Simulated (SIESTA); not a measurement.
LiO8:

```
CELL_PARAMETERS angstrom
4.46737 -3.30041 0.00000
4.46737 3.30041 0.00000
-1.60935 0.00000 3.80351
ATOMIC_POSITIONS crystal
O 0.81522 0.81522 0.16879
O 0.18478 0.18478 0.83121
O 0.75679 0.75679 0.84666
O 0.24321 0.24321 0.15334
O 0.32965 0.72750 0.16595
O 0.27250 0.67035 0.83405
O 0.67035 0.27250 0.83405
O 0.72750 0.32965 0.16595
Li 0.50000 0.50000 0.50000
```

The cell comes from a database or a generator and needn't be the stable form of this composition.

* Program: SIESTA 5.4.2
* Task: single point
* Functional: PBEsol
* Potentials or basis: PseudoDojo 0.4 standard (PBEsol files)
* Basis: DZP (energy shift 0.003 Ry; two zetas on semicore shells)
* Grid cutoff: 800 Ry
* Energy shift: 0.003 Ry
* k mesh: 5 × 5 × 7
* Occupations: fermi-dirac, width 0.05 eV
* Spin: no spin polarisation

On this cell: pressure -4.2 GPa; largest force 0.952 eV/Å; band gap on the k mesh none (metal or under the smearing width).

The same run follows on a disturbed copy (atoms moved at random, drawn with an rms of 0.05 Å):

```
CELL_PARAMETERS angstrom
4.46737 -3.30041 0.00000
4.46737 3.30041 0.00000
-1.60935 0.00000 3.80351
ATOMIC_POSITIONS crystal
O 0.81845 0.81169 0.16496
O 0.18924 0.17782 0.82884
O 0.76047 0.75760 0.85721
O 0.24473 0.23184 0.15561
O 0.33925 0.72199 0.16255
O 0.27380 0.67475 0.83819
O 0.67247 0.27722 0.84335
O 0.73203 0.33315 0.17564
Li 0.50531 0.49602 0.48635
```

What does the disturbed cell give?

The energy (extrapolated to zero smearing) moves by +22.0 meV/atom; pressure -1.2 GPa; largest force 5.284 eV/Å; band gap on the k mesh none (metal or under the smearing width).

Forces on the atoms (eV/Å):
```
O    0.019 -0.028  5.284
O   -0.249 -0.074  0.016
O    0.087  0.010 -5.246
O    0.039 -0.004  0.136
O    0.263  0.483  1.380
O   -0.053  0.002 -1.490
O   -0.139 -0.220 -0.061
O    0.323 -0.247 -0.349
Li  -0.289  0.079  0.329
```

Stress tensor (GPa, compression positive):
```
-8.67 -0.12 -0.19
-0.12 -7.14  0.56
-0.19  0.56 12.18
```

Caveats: the basis of atomic orbitals isn't converged, which shifts pressures, moduli and gaps; an odd number of electrons without spin polarisation forces a metal; a magnetic or distorted state may lie lower.
